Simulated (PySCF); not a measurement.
# InH3 (SMILES [InH3]): levels of theory compared

We compute a comparison of 6 runs (M06-2X/LANL2DZ, SVWN5/LANL2DZ, UPBE0/LANL2DZ, NEVPT2(2,2)/LANL2DZ, NEVPT2(6,7)/LANL2DZ, QCISD(T)/LANL2DZ) of InH3. The job is set up through a Python script.

The calculation is run with PySCF 2.14.0.

3 further runs of the same task are left out: 3 set aside as unsound or not needed.

## 1. The molecule

The species is InH3 (4 atoms), meant as a singlet with charge 0. As SMILES, `[InH3]`. One bond was lengthened or shortened from a relaxed shape.

Bond lengths: In1–H2 1.724 Å, In1–H3 1.724 Å, In1–H4 2.069 Å. Angles: H2–In1–H3 120.0°, H2–In1–H4 120.0°, H3–In1–H4 120.0°.

## 2. The energy at M06-2X/LANL2DZ (core potential) (run 1)

job.py

```python
from pyscf import gto, dft

system = gto.M(
    atom='''
In    -0.241305     0.515342    -0.248937
H      0.517609     3.408701     1.042312
H     -2.337956     0.341109    -2.736384
H      1.364004    -2.747662     1.186748
''',
    unit='bohr',
    ecp={'In': 'lanl2dz'},
    basis='lanl2dz',
    spin=0,
    verbose=3,
    max_memory=1860,
)

calc0 = dft.RKS(system)
calc0.xc = 'm06-2x'
calc0.grids.level = 5
calc0.conv_tol = 1e-10
calc0.kernel()
if not calc0.converged:
    calc0 = calc0.newton().run(calc0.mo_coeff, calc0.mo_occ)

etot = calc0.e_tot
print(f'total energy: {etot:.8f} hartree')
```

Run with:

```sh
$ OMP_NUM_THREADS=1 python job.py
```

The program printed:

```text
converged SCF energy = -3.58047261944693
total energy: -3.58047262 hartree
```

Wall time 1.6 s (1 thread of Intel Xeon Platinum 8488C (Sapphire Rapids), shared host); peak memory 0.17 GiB.

## 3. The energy at SVWN5/LANL2DZ (core potential) (run 2)

run.py

```python
from pyscf import gto, dft

mol = gto.M(
    atom='''
In    -0.241305     0.515342    -0.248937
H      0.517609     3.408701     1.042312
H     -2.337956     0.341109    -2.736384
H      1.364004    -2.747662     1.186748
''',
    ecp={'In': 'lanl2dz'},
    max_memory=1860,
    spin=0,
    charge=0,
    basis='lanl2dz',
    verbose=4,
    unit='bohr',
)

myscf = dft.RKS(mol, xc='svwn')
myscf.conv_tol = 1e-10
myscf.grids.level = 5
myscf.kernel()
if not myscf.converged:
    myscf = myscf.newton().run(myscf.mo_coeff, myscf.mo_occ)

e_final = myscf.e_tot
print('Final energy', e_final)
```

Run with:

```sh
$ OMP_NUM_THREADS=1 python run.py
```

The program printed:

```text
PySCF version 2.14.0

[... 70 lines left out ...]
converged SCF energy = -3.54947387971282
Final energy -3.5494738797128216
```

Wall time 1.1 s (1 thread of Intel Xeon Platinum 8488C (Sapphire Rapids), shared host); peak memory 0.14 GiB.

Run 3 isn't shown in full; the table further down has it.

## 4. A single-point energy at NEVPT2(2,2)/LANL2DZ (core potential) (run 4)

mol.xyz

```xyz
4

In    -0.127693     0.272707    -0.131732
H      0.273907     1.803807     0.551568
H     -1.237193     0.180507    -1.448032
H      0.721800    -1.454000     0.628000
```

input.py

```python
import numpy
from pyscf import gto, scf, mp, mcscf, mrpt

mol = gto.M(
    atom='mol.xyz',
    basis='lanl2dz',
    spin=0,
    verbose=3,
    max_memory=1860,
    ecp={'In': 'lanl2dz'},
)

calc0 = scf.RHF(mol)
calc0.conv_tol = 1e-10
calc0.kernel()
if not calc0.converged:
    calc0 = calc0.newton().run(calc0.mo_coeff, calc0.mo_occ)

pt = mp.MP2(scf.addons.convert_to_uhf(calc0)).run()
noons, natorbs = mcscf.addons.make_natural_orbitals(pt)
print('natural occupations', numpy.round(noons[:40], 4))
cas = mcscf.CASSCF(calc0, 2, 2)
cas.fix_spin_(ss=0.0)
cas.natorb = True
cas.kernel(natorbs)
e_pt2 = mrpt.NEVPT(cas).kernel()
etot = cas.e_tot + e_pt2
print(f'total energy: {etot:.8f} hartree')
```

Run with:

```sh
$ OMP_NUM_THREADS=1 python input.py
```

The program printed:

```text
converged SCF energy = -3.45964137709173
E(UMP2) = -3.50147466933885  E_corr = -0.0418332922471229
E(SCS-UMP2) = -3.50893429201459  E_corr = -0.0492929149228633
natural occupations [1.9875e+00 1.9826e+00 1.9775e+00 2.3300e-02 1.1200e-02 9.3000e-03
 2.9000e-03 1.8000e-03 1.7000e-03 1.0000e-03 6.0000e-04 6.0000e-04
 0.0000e+00 0.0000e+00]
CASSCF energy = -3.48058561965797
CASCI E = -3.48058561965797  E(CI) = -1.25880628860773  S^2 = 0.0000000
Sr    (-1)',   E = 0.00000000000823
Si    (+1)',   E = -0.00000000000003
Sijrs (0)  ,   E = -0.02062572031822
Sijr  (+1) ,   E = -0.00254265241816
Srsi  (-1) ,   E = -0.00270843060892
Srs   (-2) ,   E = -0.00100015861084
Sij   (+2) ,   E = -0.00022231367570
Sir   (0)' ,   E = -0.00062861072357
Nevpt2 Energy = -0.027727886347222
total energy: -3.50831351 hartree
```

Run time: 0.82 s. Hardware: 1 thread of Intel Xeon Platinum 8488C (Sapphire Rapids), shared host; peak memory 0.13 GiB.

Run 5 isn't shown in full; the table further down has it.

## 5. The energy at QCISD(T)/LANL2DZ (core potential) (run 6)

start.xyz

```xyz
4

In    -0.127693     0.272707    -0.131732
H      0.273907     1.803807     0.551568
H     -1.237193     0.180507    -1.448032
H      0.721800    -1.454000     0.628000
```

run.py

```python
from pyscf import gto, scf, cc

mol = gto.M(
    atom='start.xyz',
    ecp={'In': 'lanl2dz'},
    verbose=3,
    basis='lanl2dz',
    charge=0,
    max_memory=1860,
)

calc0 = scf.RHF(mol)
calc0.conv_tol = 1e-10
calc0.kernel()
if not calc0.converged:
    calc0 = calc0.newton().run(calc0.mo_coeff, calc0.mo_occ)

mycc = cc.QCISD(calc0)
mycc.kernel()
e_t = mycc.qcisd_t()
etot = mycc.e_tot + e_t
print('E = %.10f Eh' % etot)
```

Run with:

```sh
$ OMP_NUM_THREADS=1 python run.py
```

The program printed:

```text
converged SCF energy = -3.45964137709173
E(QCISD) = -3.521784674755465  E_corr = -0.06214329766373882
QCISD(T) correction = -0.000793294090990887
E = -3.5225779688 Eh
```

Run time: 0.58 s. Hardware: 1 thread of Intel Xeon Platinum 8488C (Sapphire Rapids), shared host; peak memory 0.13 GiB.

## 6. Overview of the runs

```csv
run,level,follow instability,integration grid,energy (Eh),dipole moment (D) of the reference,HOMO energy (eV),LUMO energy (eV),wall time
1,M06-2X/LANL2DZ (core potential),–,5,-3.580473,0.67,-8.65,-1.45,1.6 s
2,SVWN5/LANL2DZ (core potential),–,5,-3.549474,0.59,-6.62,-2.76,1.1 s
3,UPBE0/LANL2DZ (core potential),yes,5,-3.595802,0.64,-7.75,-2.01,3.9 s
4,"NEVPT2(2,2)/LANL2DZ (core potential)",–,–,-3.508314,0.71,-10.32,0.42,0.82 s
5,"NEVPT2(6,7)/LANL2DZ (core potential)",–,–,-3.520606,0.71,-10.32,0.42,1.1 s
6,QCISD(T)/LANL2DZ (core potential),–,–,-3.522578,0.71,-10.32,0.42,0.58 s
```

## 7. Outcome

| quantity | value |
| --- | --- |
| run 6: total energy | -3.52258 Eh |
| run 6: dipole moment (Hartree–Fock density) | 0.71 D |
| run 6: HOMO energy (Hartree–Fock orbitals) | -10.32 eV |
| run 6: LUMO energy (Hartree–Fock orbitals) | 0.42 eV |
| run 6: HOMO–LUMO gap (Hartree–Fock orbitals) | 10.74 eV |
| run 6: correlation energy | -62.9 mEh |
| run 6: (T) correction | -0.79 mEh |
| run 6: T1 diagnostic | 0.013 |

**Reading.** Over runs 1, 2, 3 the dipole moment (its size) runs from 0.59 D (SVWN5/LANL2DZ) to 0.67 D (M06-2X/LANL2DZ). Over runs 1, 2, 3 the HOMO–LUMO gap runs from 3.86 eV (SVWN5/LANL2DZ) to 7.19 eV (M06-2X/LANL2DZ). Totals of different functionals can't be ranked against each other. All runs together took 9.1 s, the longest 3.9 s.
